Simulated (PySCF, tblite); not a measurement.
**CH₁₁NO₂Si₃: dynamics, then NMR shifts on frames, part 1 of 2**

Aim: move CH₁₁NO₂Si₃ (`CN[SiH2]O[SiH2]O[SiH3]`) away from its starting geometry and see how NMR shifts follow the geometry.

Programs: tblite 0.8.0 and PySCF 2.14.0, with density-fitted response routines of our own. Each step states its level of theory. These are calculated values for one molecule in the gas phase, unless marked as measured. Atoms are numbered from 0 throughout.

**1. Starting geometry**

18 atoms, charge 0, multiplicity 1; geometry from: GFN2-xTB.

Bonds of the start (Å): C0–N1 1.45, N1–Si2 1.72, Si2–O3 1.62, O3–Si4 1.61, Si4–O5 1.62, O5–Si6 1.62, C0–H7 1.09, C0–H8 1.09, C0–H9 1.10, N1–H10 1.01, Si2–H11 1.46, Si2–H12 1.47, Si4–H13 1.45, Si4–H14 1.46, Si6–H15 1.46, Si6–H16 1.46, Si6–H17 1.46.

**2. Thermal motion with GFN2-xTB**

The job: settings as JSON, then the geometry in Å.

```
{"job": {"kind": "md", "xc": "GFN2-xTB", "basis": "xTB", "temperature": 300, "steps": 2000, "every": 50, "frames": 5}, "charge": 0, "multiplicity": 1}
C     -1.710125     1.126129    -0.276817
N     -2.161375    -0.232304    -0.477295
Si    -1.136829    -1.585768    -0.738819
O      0.051430    -1.570267     0.364170
Si     1.284701    -0.907533     1.158989
O      1.951221     0.287744     0.291936
Si     2.173027     1.156223    -1.053711
H     -2.446662     1.679552     0.310110
H     -0.771874     1.104730     0.272549
H     -1.544506     1.660563    -1.219589
H     -3.077728    -0.261844    -0.897740
H     -1.940011    -2.763812    -0.433198
H     -0.469357    -1.649743    -2.046215
H      2.280719    -1.957599     1.306247
H      0.784967    -0.275533     2.371999
H      3.612671     1.117963    -1.303736
H      1.419262     0.575113    -2.165093
H      1.691711     2.502703    -0.740203
```

Method: GFN2-xTB Langevin dynamics, gas phase.

Run with:

```sh
OMP_NUM_THREADS=1 python probes_run.py task.json out
```

The driver reads the jobs from task.json and runs them one after another.

What it wrote:

```text
t/fs     T/K      E/eV
    0.0   254.5   -659.70228
   25.0   192.3   -659.41000
   50.0   213.8   -659.33637
   75.0   211.9   -659.30264
  100.0   246.3   -659.22704
  125.0   310.4   -659.32638
  150.0   282.3   -659.20540
  175.0   282.6   -659.14268
  200.0   328.6   -659.14288
  225.0   210.7   -659.04583
  250.0   213.1   -659.01668
  275.0   253.1   -659.12481
  300.0   332.8   -659.19055
  325.0   298.8   -659.13044
  350.0   384.0   -659.09826
  375.0   328.2   -659.16278
  400.0   284.8   -658.98869
  425.0   298.5   -659.13161
  450.0   269.3   -659.06987
  475.0   210.7   -659.00090
  500.0   277.7   -658.90475
  525.0   283.3   -658.98624
  550.0   232.3   -658.93117
  575.0   320.3   -659.05322
  600.0   304.5   -659.02562
  625.0   364.7   -658.99691
  650.0   379.8   -659.08404
  675.0   378.2   -659.19907
  700.0   264.4   -659.02353
  725.0   383.9   -659.25799
  750.0   279.3   -659.08758
  775.0   356.6   -659.21293
  800.0   344.2   -659.23729
  825.0   302.3   -658.98541
  850.0   270.5   -658.96577
  875.0   304.5   -659.20616
  900.0   245.4   -659.06827
  925.0   216.5   -659.00511
  950.0   229.3   -659.25889
  975.0   309.3   -659.11726
 1000.0   264.0   -659.28242
```

It took 19 s on 1 thread of Intel Xeon Platinum 8488C, shared host; peak memory 0.19 GiB.

Distance from the start (root mean square after alignment): 0 fs 0.00 Å, 200 fs 0.62 Å, 400 fs 0.86 Å, 600 fs 1.12 Å, 800 fs 1.48 Å, 1000 fs 1.60 Å.

Positions (Å) and forces (eV/Å) at 1000 fs:

```xyz
18

C    -2.559   -0.389    0.873    0.293   -0.317   -1.230
N    -1.205   -0.645    0.407   -0.065    0.266    0.270
Si   -0.703   -2.080   -0.391   -0.061    0.660    0.852
O     0.903   -2.158   -0.577    0.251   -0.141    0.208
Si    2.186   -1.533    0.201   -1.638    1.089    0.258
O     2.047    0.051   -0.187    0.594   -0.487    0.210
Si    1.856    1.112   -1.379   -0.786    0.909    0.124
H    -3.120   -1.136    0.337   -0.641   -0.275    0.026
H    -2.741   -0.520    1.923    0.315   -0.039    0.627
H    -2.957    0.577    0.565    0.277    0.217    0.003
H    -0.529    0.072    0.603   -0.001    0.120    0.104
H    -0.980   -3.148    0.528   -0.220   -0.691    0.253
H    -1.295   -2.168   -1.683   -0.170   -0.146   -0.806
H     3.226   -2.146   -0.507    1.082   -0.565   -0.398
H     2.015   -1.457    1.661    0.223   -0.196   -0.365
H     0.926    2.046   -0.622    0.405   -0.279   -0.590
H     3.167    1.774   -1.585   -0.310   -0.306   -0.097
H     1.179    0.583   -2.611    0.453    0.180    0.551
```

**3. Nuclear shieldings: 250 fs, PBE0/pcSseg-1**

The job: settings as JSON, then the geometry in Å.

```
{"job": {"kind": "nmr", "xc": "PBE0", "basis": "pcSseg-1", "pop": false}, "charge": 0, "multiplicity": 1}
C     -2.337300     0.358500     0.972000
N     -2.403300    -0.463700    -0.139400
Si    -1.330300    -1.744100    -0.596100
O      0.005200    -1.458700     0.268400
Si     1.666900    -1.301300     0.456000
O      2.108500    -0.006800    -0.405000
Si     1.905500     1.237300    -1.337600
H     -3.291400     0.767700     1.209000
H     -1.931400    -0.166000     1.871000
H     -1.484500     1.093000     0.795400
H     -3.225000    -0.328400    -0.725000
H     -1.617900    -3.144600    -0.149000
H     -1.376700    -1.515900    -2.064100
H      2.255700    -2.563500     0.003300
H      1.834500    -0.974100     1.866500
H      3.300200     1.512400    -1.695000
H      1.093200     0.812300    -2.463300
H      1.437800     2.518600    -0.811800
```

Level: GIAO PBE0/pcSseg-1 NMR shielding, non-relativistic, gas phase.

What it wrote:

```text
coarse grid: 16016 points
cycle   1  E = -1117.5771712388  dE =  7.844e-01  |g| = 1.076e+00  |ddm| = 3.840e+00
cycle   2  E = -1117.2463316634  dE =  3.308e-01  |g| = 1.693e+00  |ddm| = 2.120e+00
cycle   3  E = -1117.7796974761  dE = -5.334e-01  |g| = 9.887e-02  |ddm| = 1.492e+00
cycle   4  E = -1117.7809397296  dE = -1.242e-03  |g| = 6.322e-02  |ddm| = 1.272e-01
cycle   5  E = -1117.7816722838  dE = -7.326e-04  |g| = 1.474e-02  |ddm| = 5.633e-02
cycle   6  E = -1117.7817115810  dE = -3.930e-05  |g| = 2.854e-03  |ddm| = 1.321e-02
cycle   7  E = -1117.7817129763  dE = -1.395e-06  |g| = 1.207e-03  |ddm| = 3.114e-03
final grid: 139488 points
cycle   8  E = -1117.8385785098  dE = -1.169e-05  |g| = 1.200e-02  |ddm| = 1.897e-02
cycle   9  E = -1117.8385447927  dE =  3.372e-05  |g| = 1.803e-02  |ddm| = 2.169e-02
cycle  10  E = -1117.8386051439  dE = -6.035e-05  |g| = 8.084e-04  |ddm| = 1.313e-02
cycle  11  E = -1117.8386052725  dE = -1.286e-07  |g| = 2.172e-04  |ddm| = 7.045e-04
cycle  12  E = -1117.8386052814  dE = -8.865e-09  |g| = 8.105e-05  |ddm| = 2.148e-04
cycle  13  E = -1117.8386052824  dE = -1.041e-09  |g| = 2.560e-05  |ddm| = 6.299e-05
cycle  14  E = -1117.8386052825  dE = -1.251e-10  |g| = 4.589e-06  |ddm| = 2.088e-05
converged SCF energy = -1117.8386052825

GIAO shielding tensors (ppm)
atom      isotropic    diamagn.    paramagn.     s11        s22        s33       span
  0 C      156.944     248.670     -91.726    129.568    154.861    186.403     56.835
  1 N      242.018     325.306     -83.288    189.554    247.347    289.152     99.598
  2 Si     388.098     880.705    -492.608    360.103    364.640    439.550     79.447
  3 O      258.579     401.818    -143.239    196.559    259.933    319.244    122.686
  4 Si     392.221     880.499    -488.278    379.148    390.412    407.102     27.954
  5 O      292.616     399.565    -106.949    241.406    291.002    345.439    104.033
  6 Si     400.095     879.517    -479.422    349.081    366.593    484.612    135.532
  7 H       29.188      30.230      -1.041     24.532     27.058     35.975     11.443
  8 H       27.947      30.893      -2.946     24.663     26.132     33.046      8.383
  9 H       27.077      32.856      -5.779     21.013     26.221     33.997     12.983
 10 H       31.580      32.405      -0.825     22.886     30.231     41.621     18.735
 11 H       25.769      28.185      -2.416     21.665     24.278     31.364      9.699
 12 H       25.977      30.480      -4.503     22.680     24.192     31.058      8.377
 13 H       26.347      28.210      -1.862     22.730     24.315     31.997      9.266
 14 H       26.647      30.410      -3.764     23.147     24.683     32.109      8.962
 15 H       26.481      27.893      -1.412     22.604     24.778     32.060      9.456
 16 H       26.568      30.877      -4.309     23.035     25.424     31.243      8.208
 17 H       26.349      30.156      -3.806     23.459     24.924     30.664      7.205
```

Wall time 30 s (1 thread of Intel Xeon Platinum 8488C, shared host); peak memory 1 GiB.

The references, computed at this level on geometries of the same kind, shield at (ppm): 1H TMS 31.72, 13C TMS 186.9, 29Si TMS 349.2, 15N NH3 267.7, 17O H2O 336.1. Their shielding less the atom's gives the shift. The references are single molecules in the gas phase, so shifts against H2O, NH3, PH3, H3PO4 or CFCl3 are not on the usual liquid scales and can be off by tens of ppm. Each atom is listed at this fixed geometry, with no averaging over motion; a spectrum would average atoms that exchange fast.

```
atoms                              environment  σ (ppm)  δ (ppm)
   C0                methyl carbon bonded to N    156.9     30.0
  H11     hydrogen on a silicon bonded to N, O    25.77     5.95
  H12     hydrogen on a silicon bonded to N, O    25.98     5.74
  H13      hydrogen on a silicon bonded to 2 O    26.35     5.37
  H17        hydrogen on a silicon bonded to O    26.35     5.37
  H15        hydrogen on a silicon bonded to O    26.48     5.24
  H16        hydrogen on a silicon bonded to O    26.57     5.15
  H14      hydrogen on a silicon bonded to 2 O    26.65     5.07
   H9  hydrogen on a methyl carbon bonded to N    27.08     4.64
   H8  hydrogen on a methyl carbon bonded to N    27.95     3.77
   H7  hydrogen on a methyl carbon bonded to N    29.19     2.53
  H10   hydrogen on a nitrogen bonded to C, Si    31.58     0.14
   N1              nitrogen bonded to C, Si, H    242.0     25.7
  Si2              silicon bonded to N, O, 2 H    388.1    -38.9
  Si4               silicon bonded to 2 O, 2 H    392.2    -43.1
  Si6                 silicon bonded to O, 3 H    400.1    -50.9
   O3                    oxygen bonded to 2 Si    258.6     77.5
   O5                    oxygen bonded to 2 Si    292.6     43.5
```

**4. Shielding tensors: 425 fs, PBE0/pcSseg-1**

The job: settings as JSON, then the geometry in Å.

```
{"job": {"kind": "nmr", "xc": "PBE0", "basis": "pcSseg-1", "pop": false}, "charge": 0, "multiplicity": 1}
C     -1.775900    -0.189400     1.584800
N     -1.878900    -0.825700     0.326600
Si    -0.964000    -2.037800    -0.496600
O      0.642200    -1.848600    -0.385300
Si     2.029700    -1.315500     0.245400
O      2.366100     0.174400    -0.307100
Si     1.814600     1.314100    -1.221000
H     -1.198200    -0.845600     2.288400
H     -1.280000     0.787700     1.526700
H     -2.786400     0.055600     1.946200
H     -2.423400    -0.264900    -0.268400
H     -1.068000    -3.270000     0.231300
H     -1.607600    -1.954000    -1.746600
H      3.078600    -2.241000    -0.084500
H      1.770500    -0.952400     1.680200
H      2.733400     2.419200    -0.822100
H      1.687600     0.790400    -2.604300
H      0.460500     1.817100    -0.909200
```

With the program's defaults for keys left out, this is: GIAO PBE0/pcSseg-1 NMR shielding, non-relativistic, gas phase.

What it wrote:

```text
coarse grid: 16016 points
cycle   1  E = -1117.5851857683  dE =  8.438e-01  |g| = 1.071e+00  |ddm| = 3.847e+00
cycle   2  E = -1117.2908843733  dE =  2.943e-01  |g| = 1.639e+00  |ddm| = 2.062e+00
cycle   3  E = -1117.7833301392  dE = -4.924e-01  |g| = 9.187e-02  |ddm| = 1.440e+00
cycle   4  E = -1117.7844690875  dE = -1.139e-03  |g| = 5.521e-02  |ddm| = 1.245e-01
cycle   5  E = -1117.7850855145  dE = -6.164e-04  |g| = 1.266e-02  |ddm| = 5.042e-02
cycle   6  E = -1117.7851165552  dE = -3.104e-05  |g| = 2.416e-03  |ddm| = 1.172e-02
cycle   7  E = -1117.7851174803  dE = -9.250e-07  |g| = 1.078e-03  |ddm| = 2.232e-03
final grid: 139488 points
cycle   8  E = -1117.8422830723  dE = -1.350e-05  |g| = 1.100e-02  |ddm| = 1.845e-02
cycle   9  E = -1117.8422559043  dE =  2.717e-05  |g| = 1.637e-02  |ddm| = 1.837e-02
cycle  10  E = -1117.8423051361  dE = -4.923e-05  |g| = 8.885e-04  |ddm| = 1.144e-02
cycle  11  E = -1117.8423052987  dE = -1.625e-07  |g| = 1.838e-04  |ddm| = 7.354e-04
cycle  12  E = -1117.8423053053  dE = -6.603e-09  |g| = 6.557e-05  |ddm| = 1.590e-04
cycle  13  E = -1117.8423053059  dE = -6.089e-10  |g| = 2.801e-05  |ddm| = 5.866e-05
converged SCF energy = -1117.8423053059

GIAO shielding tensors (ppm)
atom      isotropic    diamagn.    paramagn.     s11        s22        s33       span
  0 C      152.342     245.978     -93.635    127.491    146.898    182.638     55.147
  1 N      223.331     326.303    -102.971    196.904    224.148    248.942     52.039
  2 Si     394.939     881.533    -486.595    363.581    405.082    416.152     52.570
  3 O      240.550     403.093    -162.543    205.478    232.357    283.816     78.338
  4 Si     395.526     881.909    -486.384    383.956    389.628    412.993     29.038
  5 O      287.137     402.858    -115.721    230.493    278.504    352.415    121.922
  6 Si     400.657     881.399    -480.742    354.534    359.889    487.548    133.013
  7 H       28.084      30.046      -1.963     24.784     26.277     33.190      8.406
  8 H       28.411      33.663      -5.251     23.217     27.554     34.463     11.247
  9 H       28.363      28.008       0.354     22.886     26.554     35.648     12.762
 10 H       31.487      37.101      -5.615     22.883     30.892     40.684     17.801
 11 H       26.984      29.539      -2.554     22.273     25.913     32.767     10.494
 12 H       27.673      31.216      -3.543     23.700     25.894     33.424      9.725
 13 H       26.869      28.518      -1.649     22.983     24.693     32.932      9.949
 14 H       26.062      31.955      -5.893     22.782     24.662     30.740      7.958
 15 H       26.012      29.020      -3.008     22.346     24.201     31.490      9.143
 16 H       26.150      30.374      -4.224     23.197     24.194     31.058      7.861
 17 H       26.371      33.631      -7.261     22.940     26.421     29.751      6.812
```

Wall time 28 s (1 thread of Intel Xeon Platinum 8488C, shared host); peak memory 0.87 GiB.

In short: δ C0 34.6, N1 44.4, Si2 -45.8, Si4 -46.4, H15 5.70, H14 5.66 ppm.

(Continued in part 2 of 2.)
